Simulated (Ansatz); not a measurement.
# C₂H₆MoO₂: basis-set convergence

An exercise on one series of results from a longer session: the logs are not shown, and one member is left open.

Method: one geometry, several basis sets; program: Ansatz 0.2.0, Gaussian basis.

Levels to be run: PBE0-D4/def2-SVP; ωB97M-V/def2-SVP; PBE0-D4/def2-QZVPP; ωB97M-V/def2-QZVPP; the functionals' def2-TZVPP values are taken from earlier runs.

## The geometry

All runs share one geometry, relaxed beforehand with PBE0-D4 in a triple-zeta def2 set. Mo takes the def2 core potential; no spin-orbit term is included.

SMILES `[CH3][Mo]([CH3])(=[O])=[O]`, 11 atoms, charge 0, spin multiplicity 1.

Atoms are counted from 1 here; the program's logs count them from 0.

Bond lengths: C1–Mo2 2.098 Å, C1–H6 1.095 Å, C1–H7 1.095 Å, C1–H8 1.092 Å, Mo2–C3 2.098 Å, Mo2–O4 1.674 Å, Mo2–O5 1.674 Å, C3–H9 1.092 Å, C3–H10 1.095 Å, C3–H11 1.095 Å. Angles: Mo2–C1–H6 108.7°, Mo2–C1–H7 108.7°, Mo2–C1–H8 112.2°, H6–C1–H7 109.8°, H6–C1–H8 108.7°, H7–C1–H8 108.7°, C1–Mo2–C3 112.6°, C1–Mo2–O4 108.6°, C1–Mo2–O5 108.6°, C3–Mo2–O4 108.6°, C3–Mo2–O5 108.6°, O4–Mo2–O5 110.0°, Mo2–C3–H9 112.2°, Mo2–C3–H10 108.7°, Mo2–C3–H11 108.7°, H9–C3–H10 108.7°, H9–C3–H11 108.7°, H10–C3–H11 109.8°.

Coordinates:

| atom | x (Å) | y (Å) | z (Å) |
| --- | --- | --- | --- |
| C1 | -1.68398 | 0.51268 | 0.24855 |
| Mo2 | 0.13964 | 0.21561 | -0.74427 |
| C3 | 1.56887 | -0.73245 | 0.46332 |
| O4 | -0.13636 | -0.73870 | -2.09209 |
| O5 | 0.74145 | 1.70630 | -1.21239 |
| H6 | -2.07925 | -0.46141 | 0.55515 |
| H7 | -1.50522 | 1.13566 | 1.13119 |
| H8 | -2.42284 | 1.00691 | -0.38559 |
| H9 | 2.51510 | -0.88473 | -0.06005 |
| H10 | 1.17677 | -1.70737 | 0.77152 |
| H11 | 1.75123 | -0.10950 | 1.34526 |

The first run:

Contents of in.yaml:

```yaml
crystal:
  periodic: [false, false, false]
  atoms:
    - {symbol: C, position_ang: [-1.683982, 0.512683, 0.248551]}
    - {symbol: Mo, position_ang: [0.139644, 0.215610, -0.744267]}
    - {symbol: C, position_ang: [1.568869, -0.732455, 0.463318]}
    - {symbol: O, position_ang: [-0.136358, -0.738697, -2.092094]}
    - {symbol: O, position_ang: [0.741445, 1.706305, -1.212391]}
    - {symbol: H, position_ang: [-2.079249, -0.461411, 0.555155]}
    - {symbol: H, position_ang: [-1.505224, 1.135655, 1.131192]}
    - {symbol: H, position_ang: [-2.422843, 1.006907, -0.385594]}
    - {symbol: H, position_ang: [2.515097, -0.884729, -0.060053]}
    - {symbol: H, position_ang: [1.176773, -1.707365, 0.771522]}
    - {symbol: H, position_ang: [1.751229, -0.109503, 1.345263]}
basis:
  gaussian: {orbitals: def2-SVP}
hamiltonian: {xc: pbe0, dispersion: d4}
output: {orbitals: {seedname: orbitals}}
```

Started as:

```console
$ ansatz run in.yaml --threads 4 --pin off --events-out ev --progress --plain --max-ram 10444MiB
```

Steps of the session up to this table: PBE0-D4 in def2-SVP; ωB97M-V in def2-SVP; PBE0-D4 in def2-QZVPP; ωB97M-V in def2-QZVPP.

One of the session's tables, all rows but one given; the rest of the session is left out.

It belongs to the step «Density functionals: the series». 

| functional | basis | HOMO (eV) | LUMO (eV) |
| --- | --- | --- | --- |
| PBE0-D4 | def2-SVP | -8.64 | -2.75 |
| PBE0-D4 | def2-TZVPP | ? | ? |
| PBE0-D4 | def2-QZVPP | -8.63 | -2.73 |
| ωB97M-V | def2-SVP | -10.97 | -0.66 |
| ωB97M-V | def2-TZVPP | -10.94 | -0.63 |
| ωB97M-V | def2-QZVPP | -10.96 | -0.66 |

Estimate the missing values for PBE0-D4, def2-TZVPP.

As computed: HOMO (eV): -8.60; LUMO (eV): -2.71. In the column «HOMO (eV)» it is the highest.
